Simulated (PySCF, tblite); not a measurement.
**C₄H₁₁GeO radical: geometry, infrared bands and EPR parameters**

Wanted: the infrared bands and EPR parameters of C₄H₁₁GeO radical (`C[CH2][Ge]([CH3])[O]C`), by calculation.

The runs use tblite 0.8.0 and PySCF 2.14.0, with density-fitted response routines of our own; the level of theory stands in each step. All values are computed, except where a source is named. Atoms are numbered from 0 throughout.

### Step 1. Starting geometry

17 atoms, charge 0, multiplicity 2; geometry from: force field or distance geometry start.

Bonds of the start (Å): C0–C1 1.52, C1–Ge2 1.96, Ge2–C3 1.95, Ge2–O4 1.80, O4–C5 1.40, C0–H6 1.12, C0–H7 1.11, C0–H8 1.11, C1–H9 1.11, C1–H10 1.10, C3–H11 1.10, C3–H12 1.13, C3–H13 1.11, C5–H14 1.10, C5–H15 1.12, C5–H16 1.11.

### Step 2. Relaxing the molecule with GFN2-xTB

Job settings and geometry (Å):

```
{"job": {"kind": "relax", "xc": "GFN2-xTB", "basis": "xTB"}, "charge": 0, "multiplicity": 2}
C     -1.929900    -0.347500     0.531400
C     -1.187500    -0.346800    -0.798000
Ge     0.603600     0.419100    -0.564700
C      0.439900     2.314500    -0.122000
O      1.476600    -0.439900     0.750600
C      2.020000    -1.605700     0.185500
H     -2.940700    -0.795500     0.384900
H     -1.379400    -0.930200     1.297900
H     -2.062900     0.693200     0.897100
H     -1.083200    -1.396200    -1.147900
H     -1.745900     0.236900    -1.545300
H     -0.139300     2.828100    -0.901400
H     -0.088100     2.413500     0.868800
H      1.458200     2.750900    -0.039400
H      1.223800    -2.278200    -0.179100
H      2.580600    -2.143000     0.993000
H      2.747300    -1.361200    -0.621300
```

Command:

```
$ OMP_NUM_THREADS=1 python probes_run.py task.json out
```

The driver reads the jobs from task.json and runs them one after another.

**Question.** This job is followed by: GFN2-xTB harmonic vibrations, gas phase; UKS B3LYP, def2-TZVP-core on Ge, pcH-1 on C H O, non-relativistic, mean-field spin-orbit, GIAO. Predict these results of the whole session: strongest single infrared mode (GFN2-xTB); zero-point energy (GFN2-xTB); g(iso) (B3LYP); ⟨S²⟩; largest a(iso) (averaged by class); potential on the surface of density 0.002 e/bohr³, 1st and 99th percentile.

The runs gave:

| quantity | value |
| --- | --- |
| strongest single infrared mode (GFN2-xTB) | 423 cm⁻¹, 109 km/mol |
| zero-point energy (GFN2-xTB) | 86.8 kcal/mol |
| g(iso) (B3LYP) | 2.00572 |
| ⟨S²⟩ | 0.753 (exact 0.75) |
| largest a(iso) (averaged by class) | 73Ge on Ge2, -212.3 MHz |
| potential on the surface of density 0.002 e/bohr³, 1st and 99th percentile | -1.48 V and 0.74 V |

In words: Relaxing lowered the energy by 0.677 eV in 99 steps; the close pair that moved most is C1–Ge2, from 1.962 to 2.109 Å. No mode is imaginary among the 45: a minimum at this level. The strongest single mode, at 423 cm⁻¹, moves mainly O4. Unscaled tight-binding wavenumbers are off by several per cent, some by more. Its intensities can rank the bands wrongly. Most of the unpaired spin sits on Ge2 (0.62 e). The isotropic g lies 3.4 ppt above the free-electron value. The hyperfine terms hold no scalar relativity, which the heavier nuclei need. These values are for one conformer; the search (at its own cheap level) found 2 more, at 0.02, 0.15 kcal/mol (those within 0.05 may be mirror or relabelled copies), and measured spectra average over such forms.
